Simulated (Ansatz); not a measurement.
Run this with the Python package of Ansatz (0.2.0) and show what comes out.

`restart.py`:
```python
import warnings

import ansatz as az

FUNCTIONAL = "pbe"
FILLING = "Fermi-Dirac"
SCF_TOL = 1e-07

warnings.simplefilter("ignore", az.DeckWarning)

lattice = az.Lattice.of(
    (4.298945, 0.0, 0.0),
    (0.0, 4.298945, 0.0),
    (0.0, 0.0, 4.298945),
)
sites = [
    ("Pd", (0.0, 0.5, 0.5)),
    ("Pd", (0.5, 0.5, 0.0)),
    ("Pd", (0.5, 0.0, 0.5)),
    ("Pb", (0.0, 0.0, 0.0)),
    ("C", (0.5, 0.5, 0.5)),
]
xtal = az.Crystal(lattice=lattice)
for symbol, position in sites:
    xtal = xtal.atom(symbol, position)

base = xtal.calculation()
base = base.functional(FUNCTIONAL)
base = base.occupations(FILLING)
base = base.scf(tolerance=SCF_TOL)
coarse = base.kpoints(*(3, 3, 3)).checkpoint(write="ground.run").run(threads=1).report
warm = base.kpoints(*(5, 5, 5)).checkpoint(read="ground.run").run(threads=1).report
cold = base.kpoints(*(5, 5, 5)).run(threads=1).report
for label, report in (("coarse", coarse), ("fine, from the saved density", warm), ("fine, fresh start", cold)):
    print(f"{label:30s} F = {report['free_energy_ev']:.5f} eV  iterations {report['n_iterations']}")
```

```console
$ python restart.py
coarse                         F = -33074.85847 eV  iterations 7
fine, from the saved density   F = -33075.01020 eV  iterations 6
fine, fresh start              F = -33075.01020 eV  iterations 6
```

Notes:
- Total energies depend on the potentials; only differences at equal settings carry meaning. A total without «per atom» is that of the cell as typed.
- The mesh is modest for a metal, so energies can be off by several to tens of meV an atom and pressures by half a GPa or more; differences at equal mesh fare better.
- Spin-orbit coupling, which matters for elements this heavy, is left out.
- The structure comes from a database of computed cells and needn't be a stable or known phase.
- It ran for 6.4 s on 1 thread of Arm Neoverse N1, on a shared host, peak memory 0.39 GiB.

(Lines on the test bed's own set-up are left out of the output.)
